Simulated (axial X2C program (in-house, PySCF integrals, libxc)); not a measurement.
# SGeS²⁺: bond lengths and stretches, held linear

An exercise on one series of results from a longer session: the logs are not shown, and one member is left open.

Program: an in-house X2C program for linear molecules on PySCF integrals. Level of theory: all-electron X2C, two-component (2c) or spin-free, S dyall-av3z, Ge dyall-v3z. These are calculated values, not measurements.

All values are calculated.

2 further runs of the same task are left out: 2 set aside as unsound or not needed.

Set-up of the first run:

The input, task.json:

```json
{"zs": [16, 32, 16], "q": 2, "bas": ["dyall-av3z", "dyall-v3z", "dyall-av3z"], "r0": [2.05, 2.05], "symm": 1, "scan": ["PBE0", "HF", "B3LYP"], "levels": ["PBE0", "HF", "PBE"], "nst": 2}
```

Keys: zs atomic numbers; q charge; bas basis sets; r0 starting distance in Å; symm equal bonds; scan levels of the two-bond scan; levels methods; nst determinants followed.

Command:

```sh
> python solin.py task.json out
```

Masses S 31.972, Ge 73.921, S 31.972 u.

Steps of the session up to this table: Scan at PBE0, 2c; Scan at B3LYP, 2c; Scan at PBE0, spin-free.

One table of the session follows, with a row left open; its other results are not shown here.

| level | r(S–Ge) (Å) | r(Ge–S) (Å) | lower stretch (cm⁻¹) | upper stretch (cm⁻¹) |
| --- | --- | --- | --- | --- |
| PBE0, 2c | 2.071 | 2.071 | 402.4 | 403.3 |
| B3LYP, 2c | 2.093 | 2.093 | 384.2 | 395.1 |
| PBE0, spin-free | ? | ? | ? | ? |
| HF, spin-free | 2.082 | 2.082 | 267.6 | 407.8 |
| B3LYP, spin-free | 2.093 | 2.093 | 384.5 | 395.4 |

Estimate the missing values for PBE0, spin-free.

As computed: r(S–Ge) (Å): 2.071; r(Ge–S) (Å): 2.071; lower stretch (cm⁻¹): 403.1; upper stretch (cm⁻¹): 403.6.

Scans not shown above were run alike.

Caveats from the session: A multiply charged ion may be only metastable. The molecule was held linear; bending was not examined, so a bent shape may lie lower.
